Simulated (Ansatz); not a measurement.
# C7H5BrO2: one species, many methods

The task here is to estimate one member of a computed series from the others.

Program: Ansatz 0.2.0, Gaussian basis. Level of theory: functionals in def2-TZVPP, the program's frozen cores in correlated methods. These are calculated values, not measurements.

Plan: LDA (SPW92), PBE-D4, revPBE-D4, BLYP-D4, r2SCAN-D4, B97M-V, PBE0-D4, B3LYP-D4, r2SCANh-D4, r2SCAN0-D4, HSE06-D4, BHLYP-D4, CAM-B3LYP-D4, LC-ωPBE, ωB97X-V, ωB97M-V, B2PLYP, PBE-QIDH; CCSD(T)/def2-SVP; CCSD(T)/def2-TZVPP; MP2/def2-QZVPP; extrapolation to the limit; RPA on PBE.

2 further runs of the same task are left out: 2 set aside as unsound or not needed.

**The geometry**

The geometry comes from an earlier relaxation with PBE0-D4 in a triple-zeta def2 set; it is a stationary point, not always the lowest conformer.

SMILES `O=C(O)c1ccc(Br)cc1`, 15 atoms, charge 0, spin multiplicity 1.

Atoms are counted from 1 here; the program's logs count them from 0.

Bond lengths: O1–C2 1.203 Å, C2–O3 1.344 Å, C2–C4 1.479 Å, O3–H11 0.967 Å, C4–C5 1.391 Å, C4–C10 1.391 Å, C5–C6 1.382 Å, C5–H12 1.083 Å, C6–C7 1.387 Å, C6–H13 1.082 Å, C7–Br8 1.884 Å, C7–C9 1.386 Å, C9–C10 1.384 Å, C9–H14 1.082 Å, C10–H15 1.082 Å. Angles: O1–C2–O3 122.3°, O1–C2–C4 124.7°, O3–C2–C4 113.0°, C2–O3–H11 106.2°, C2–C4–C5 118.0°, C2–C4–C10 122.2°, C5–C4–C10 119.8°, C4–C5–C6 120.4°, C4–C5–H12 118.7°, C6–C5–H12 120.8°, C5–C6–C7 119.0°, C5–C6–H13 120.8°, C7–C6–H13 120.2°, C6–C7–Br8 119.3°, C6–C7–C9 121.4°, Br8–C7–C9 119.3°, C7–C9–C10 119.1°, C7–C9–H14 120.2° and more.

Geometry (Å):

```mol
C7H5BrO2
  3D, bonds by distance, orders not assigned

 15 15  0  0  0  0  0  0  0  0999 V2000
    2.9674   -0.1610   -0.4536 O   0  0
    1.9002   -0.6311   -0.7509 C   0  0
    1.7800   -1.6467   -1.6236 O   0  0
    0.6003   -0.1729   -0.2142 C   0  0
    0.6050    0.8757    0.6998 C   0  0
   -0.5803    1.3443    1.2338 C   0  0
   -1.7731    0.7530    0.8438 C   0  0
   -3.3942    1.3847    1.5662 Br  0  0
   -1.7982   -0.2929   -0.0658 C   0  0
   -0.6054   -0.7539   -0.5941 C   0  0
    2.6777   -1.8651   -1.9085 H   0  0
    1.5536    1.3153    0.9830 H   0  0
   -0.5837    2.1595    1.9454 H   0  0
   -2.7403   -0.7396   -0.3556 H   0  0
   -0.6090   -1.5692   -1.3056 H   0  0
  1  2  8  0
  2  3  8  0
  2  4  8  0
  4  5  8  0
  5  6  8  0
  6  7  8  0
  7  8  8  0
  7  9  8  0
  9 10  8  0
  3 11  8  0
  5 12  8  0
  6 13  8  0
  9 14  8  0
 10 15  8  0
  4 10  8  0
M  END
```

The first run:

File in.yaml:

```yaml
crystal:
  periodic: [false, false, false]
  atoms:
    - {symbol: O, position_ang: [2.967432, -0.161043, -0.453643]}
    - {symbol: C, position_ang: [1.900223, -0.631141, -0.750905]}
    - {symbol: O, position_ang: [1.779992, -1.646698, -1.623561]}
    - {symbol: C, position_ang: [0.600343, -0.172881, -0.214248]}
    - {symbol: C, position_ang: [0.605023, 0.875689, 0.699819]}
    - {symbol: C, position_ang: [-0.580331, 1.344273, 1.233801]}
    - {symbol: C, position_ang: [-1.773149, 0.752964, 0.843841]}
    - {symbol: Br, position_ang: [-3.394178, 1.384732, 1.566216]}
    - {symbol: C, position_ang: [-1.798231, -0.292890, -0.065766]}
    - {symbol: C, position_ang: [-0.605371, -0.753867, -0.594118]}
    - {symbol: H, position_ang: [2.677684, -1.865067, -1.908544]}
    - {symbol: H, position_ang: [1.553578, 1.315310, 0.982970]}
    - {symbol: H, position_ang: [-0.583749, 2.159488, 1.945427]}
    - {symbol: H, position_ang: [-2.740275, -0.739622, -0.355640]}
    - {symbol: H, position_ang: [-0.608981, -1.569237, -1.305649]}
basis:
  gaussian: {orbitals: def2-TZVPP}
hamiltonian: {xc: lda}
output: {orbitals: {seedname: orbitals}}
```

Launch:

```bash
ansatz run in.yaml --threads 4 --pin off --events-out ev --progress --plain --max-ram 41984MiB --backend cuda --devices 0, --max-vram 37GiB
```

Steps of the session up to this table: LDA; PBE-D4 (GGA); revPBE-D4 (GGA); BLYP-D4 (GGA); r2SCAN-D4 (meta-GGA); B97M-V (meta-GGA); PBE0-D4 (hybrid); B3LYP-D4 (hybrid); r2SCANh-D4 (hybrid); r2SCAN0-D4 (hybrid); HSE06-D4 (hybrid); BHLYP-D4 (hybrid); CAM-B3LYP-D4 (range-separated); LC-ωPBE (range-separated); ωB97X-V (range-separated); ωB97M-V (range-separated); B2PLYP (double hybrid); PBE-QIDH (double hybrid).

One of the session's tables, all rows but one given; the rest of the session is left out.

It belongs to the step «Frontier levels by functional». 

| functional | HOMO (eV) | LUMO (eV) | gap (eV) |
| --- | --- | --- | --- |
| LDA (SPW92) | -6.60 | -2.83 | 3.77 |
| PBE-D4 | ? | ? | ? |
| revPBE-D4 | -6.32 | -2.47 | 3.85 |
| BLYP-D4 | -6.21 | -2.41 | 3.80 |
| r2SCAN-D4 | -6.62 | -2.47 | 4.15 |
| B97M-V | -6.62 | -2.36 | 4.26 |
| PBE0-D4 | -7.43 | -1.75 | 5.68 |
| B3LYP-D4 | -7.21 | -1.93 | 5.28 |
| r2SCANh-D4 | -7.00 | -2.16 | 4.84 |
| r2SCAN0-D4 | -7.59 | -1.70 | 5.88 |
| HSE06-D4 | -7.05 | -2.12 | 4.92 |
| BHLYP-D4 | -8.29 | -0.76 | 7.53 |
| CAM-B3LYP-D4 | -8.61 | -0.69 | 7.92 |
| LC-ωPBE | -9.88 | 0.30 | 10.18 |
| ωB97X-V | -9.54 | 0.30 | 9.85 |
| ωB97M-V | -9.45 | 0.27 | 9.71 |

Estimate the missing values for PBE-D4.

As computed: HOMO (eV): -6.39; LUMO (eV): -2.57; gap (eV): 3.82. In the column «HOMO (eV)» it lies between LDA (SPW92) (-6.60) and revPBE-D4 (-6.32).
